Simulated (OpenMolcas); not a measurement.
# HF/ANO-RCC-VDZP (DKH1) run of WCl2O2 (SMILES [O]=[W](=[O])([Cl])[Cl])

Aim: the vertical ionisation energy of WCl2O2 at HF/ANO-RCC-VDZP (DKH1), from 2 runs. 

The results are computed with OpenMolcas 26.06.

### Step 1. The structure to begin with

WCl2O2: 5 atoms, total charge 0, spin state singlet. As SMILES, `[O]=[W](=[O])([Cl])[Cl]`. The shape comes from GFN2-xTB, which is rough for such elements, and wasn't checked as a minimum.

Bond lengths: O1–W2 1.675 Å, W2–O3 1.675 Å, W2–Cl4 2.171 Å, W2–Cl5 2.171 Å. Angles: O1–W2–O3 114.4°, O1–W2–Cl4 108.8°, O1–W2–Cl5 108.8°, O3–W2–Cl4 108.8°, O3–W2–Cl5 108.8°, Cl4–W2–Cl5 107.1°.

### Step 2. The energy at HF/ANO-RCC-VDZP (DKH1)

Contents of job.input:

```
>>> EXPORT MOLCAS_PRINT=2
&GATEWAY
Coord
5
angstrom
O       -0.189450      -0.606220       1.644520
W        0.091750      -0.097970       0.073110
O        1.464820      -0.751900      -0.629940
Cl      -1.629660      -0.610460      -1.146610
Cl       0.262530       2.066540       0.058920
Basis=ANO-RCC-VDZP
Group=NoSym
&SEWARD
Relativistic=R01O00
Expert
&SCF
PrOrbitals=1 1
```

Run with:

```
export MOLCAS_MEM=1860
pymolcas job.input > job.log
```

The log of the run:

```text
--- Start Module: gateway ---
[...]
--- Stop Module: gateway /rc=_RC_ALL_IS_WELL_ ---
--- Start Module: seward ---
[...]
 ###    WARNING:  EXPERT option is ON!                                       ###
 ###############################################################################
               SEWARD will generate:
[...]
      Basis functions          132
--- Stop Module: seward /rc=_RC_ALL_IS_WELL_ ---
[...]
--- Start Module: scf ---
[...]
       Convergence after  15 Iterations
[...]
::    Total SCF energy                             -17435.4226785545
[...]
      Total spin, S                                     0.0000000000
[...]
      Total electronic charge=  124.000000
      Total            charge=   -0.000000
[...]
      Dipole Moment (debye):
      Origin of the operator (angstrom)=   -0.0368    0.0391   -0.0292
                   X= -1.6070E+00               Y=  1.7079E+00               Z= -1.2769E+00           Total=  2.6702E+00
      Quadrupole Moment (debye*angstrom):
[...]
--- Stop Module: scf /rc=_RC_ALL_IS_WELL_ ---
[...]
```

Wall time 84 s (1 thread of Arm Neoverse V1, shared host); peak memory 0.99 GiB.

### Step 3. The doublet cation

Contents of job.input:

```
&GATEWAY
 COORD
 5
 angstrom
 O       -0.189450      -0.606220       1.644520
 W        0.091750      -0.097970       0.073110
 O        1.464820      -0.751900      -0.629940
 Cl      -1.629660      -0.610460      -1.146610
 Cl       0.262530       2.066540       0.058920
 BASIS=ANO-RCC-VDZP
 GROUP=NoSym

&SEWARD
 RELATIVISTIC=R01O00
 EXPERT

&SCF
 UHF
 CHARGE=1
 SPIN=2
 PRORBITALS=1 1
```

Run with:

```
export MOLCAS_MEM=1860
pymolcas job.input > job.log
```

The log of the run:

```text
--- Start Module: gateway ---
[...]
--- Stop Module: gateway /rc=_RC_ALL_IS_WELL_ ---
--- Start Module: seward ---
[...]
 ###    WARNING:  EXPERT option is ON!                                       ###
 ###############################################################################
               SEWARD will generate:
[...]
      Basis functions          132
--- Stop Module: seward /rc=_RC_ALL_IS_WELL_ ---
[...]
--- Start Module: scf ---
[...]
       Convergence after  26 Iterations
[...]
::    Total SCF energy                             -17435.0408783243
[...]
      Total spin, S                                     0.6645276933
[...]
      Total electronic charge=  123.000000
      Total            charge=    1.000000
[...]
      Dipole Moment (debye):
      Origin of the operator (angstrom)=   -0.0368    0.0391   -0.0292
                   X= -3.2848E-01               Y=  3.4804E-01               Z= -2.6159E-01           Total=  5.4540E-01
      Center of Charge (angstrom)
[...]
--- Stop Module: scf /rc=_RC_ALL_IS_WELL_ ---
[...]
```

It took 1.7 min on 1 thread of Arm Neoverse V1, shared host; peak memory 0.99 GiB.

### Step 4. Outcome

At HF/ANO-RCC-VDZP (DKH1):

| quantity | value |
| --- | --- |
| singlet WCl2O2: total energy | -17435.42268 Eh |
| singlet WCl2O2: dipole moment | 2.67 D |
| singlet WCl2O2: HOMO energy | -13.57 eV |
| singlet WCl2O2: LUMO energy | -0.48 eV |
| singlet WCl2O2: HOMO–LUMO gap | 13.09 eV |
| doublet cation: total energy | -17435.04088 Eh |
| doublet cation: HOMO energy (highest over α and β) | -18.86 eV |
| doublet cation: LUMO energy (lowest over α and β) | -7.50 eV |
| doublet cation: ⟨S²⟩ | 1.106 |
| vertical ionisation energy (to the doublet cation) | 10.389 eV |

What this shows: Removing an electron at fixed nuclei costs 10.39 eV (240 kcal/mol). The negative HOMO energy of the first species, 13.57 eV, lies 3.18 eV above that difference. Mulliken charges (singlet WCl2O2) run from -0.67 on O3 to +1.81 on W2; they depend strongly on the basis. ⟨S²⟩ (doublet cation) is 1.11 where a pure doublet has 0.75: the reference is spin-contaminated.
